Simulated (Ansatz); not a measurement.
**C5H14InN: small, medium and large basis sets**

An exercise on one series of results from a longer session: the logs are not shown, and one member is left open.

Program: Ansatz 0.2.0, Gaussian basis. Level of theory: one geometry, several basis sets. These are calculated values, not measurements.

The runs, in order: PBE0-D4/def2-SVP; ωB97M-V/def2-SVP; PBE0-D4/def2-QZVPP; ωB97M-V/def2-QZVPP; the functionals' def2-TZVPP values are taken from earlier runs.

**The geometry**

The geometry comes from an earlier relaxation with PBE0-D4 in a triple-zeta def2 set; it is a stationary point, not always the lowest conformer. In takes the def2 core potential; no spin-orbit term is included.

SMILES `C[CH2][In]([NH2])[CH](C)C`, 21 atoms, charge 0, spin multiplicity 1.

Atoms are counted from 1 here; the program's logs count them from 0.

Bond lengths: C1–C2 1.523 Å, C1–H8 1.093 Å, C1–H9 1.093 Å, C1–H10 1.096 Å, C2–In3 2.165 Å, C2–H11 1.094 Å, C2–H12 1.094 Å, In3–N4 2.025 Å, In3–C5 2.179 Å, N4–H13 1.007 Å, N4–H14 1.007 Å, C5–C6 1.521 Å, C5–C7 1.524 Å, C5–H15 1.096 Å, C6–H16 1.094 Å, C6–H17 1.098 Å, C6–H18 1.093 Å, C7–H19 1.093 Å and more. Angles: C2–C1–H8 111.9°, C2–C1–H9 111.9°, C2–C1–H10 111.8°, H8–C1–H9 106.9°, H8–C1–H10 107.0°, H9–C1–H10 107.0°, C1–C2–In3 115.3°, C1–C2–H11 110.7°, C1–C2–H12 110.9°, In3–C2–H11 106.6°, In3–C2–H12 106.8°, H11–C2–H12 105.9°, C2–In3–N4 114.8°, C2–In3–C5 132.1°, N4–In3–C5 113.1°, In3–N4–H13 124.3°, In3–N4–H14 125.0°, H13–N4–H14 110.7° and more.

Set-up of the first run:

in.yaml reads:

```yaml
crystal:
  periodic: [false, false, false]
  atoms:
    - {symbol: C, position_ang: [2.716775, -1.318832, 0.481498]}
    - {symbol: C, position_ang: [1.563293, -1.960543, -0.278600]}
    - {symbol: In, position_ang: [-0.264136, -0.801476, -0.339986]}
    - {symbol: N, position_ang: [-1.693307, -1.532195, -1.574549]}
    - {symbol: C, position_ang: [-0.861381, 1.038136, 0.663158]}
    - {symbol: C, position_ang: [-2.245342, 1.485341, 0.216808]}
    - {symbol: C, position_ang: [0.171917, 2.142865, 0.476977]}
    - {symbol: H, position_ang: [3.014318, -0.363663, 0.040373]}
    - {symbol: H, position_ang: [2.457247, -1.119599, 1.524831]}
    - {symbol: H, position_ang: [3.605881, -1.958882, 0.488794]}
    - {symbol: H, position_ang: [1.303904, -2.930235, 0.157271]}
    - {symbol: H, position_ang: [1.844132, -2.163388, -1.316198]}
    - {symbol: H, position_ang: [-2.595364, -1.107281, -1.712808]}
    - {symbol: H, position_ang: [-1.600466, -2.361894, -2.136795]}
    - {symbol: H, position_ang: [-0.902799, 0.784927, 1.728864]}
    - {symbol: H, position_ang: [-2.269506, 1.716186, -0.852795]}
    - {symbol: H, position_ang: [-2.555766, 2.395742, 0.746833]}
    - {symbol: H, position_ang: [-3.006755, 0.723344, 0.402552]}
    - {symbol: H, position_ang: [1.159653, 1.856440, 0.847819]}
    - {symbol: H, position_ang: [-0.127322, 3.054040, 1.011883]}
    - {symbol: H, position_ang: [0.285033, 2.420977, -0.575911]}
basis:
  gaussian: {orbitals: def2-SVP}
hamiltonian: {xc: pbe0, dispersion: d4}
output: {orbitals: {seedname: orbitals}}
```

Launch:

```console
ansatz run in.yaml --threads 2 --pin off --events-out ev --progress --plain --max-ram 32768MiB --backend cpu
```

Steps of the session up to this table: PBE0-D4 in def2-SVP; ωB97M-V in def2-SVP; PBE0-D4 in def2-QZVPP; ωB97M-V in def2-QZVPP.

One of the session's tables, all rows but one given; the rest of the session is left out.

It belongs to the step «Functionals by basis». 

| functional | basis | HOMO (eV) |
| --- | --- | --- |
| PBE0-D4 | def2-SVP | -6.32 |
| PBE0-D4 | def2-TZVPP | ? |
| PBE0-D4 | def2-QZVPP | -6.47 |
| ωB97M-V | def2-SVP | -8.52 |
| ωB97M-V | def2-TZVPP | -8.57 |
| ωB97M-V | def2-QZVPP | -8.59 |

**Question.** Estimate the row for PBE0-D4, def2-TZVPP.

**Answer.** HOMO (eV): -6.45. In the column «HOMO (eV)» it lies between PBE0-D4, def2-QZVPP (-6.47) and PBE0-D4, def2-SVP (-6.32).
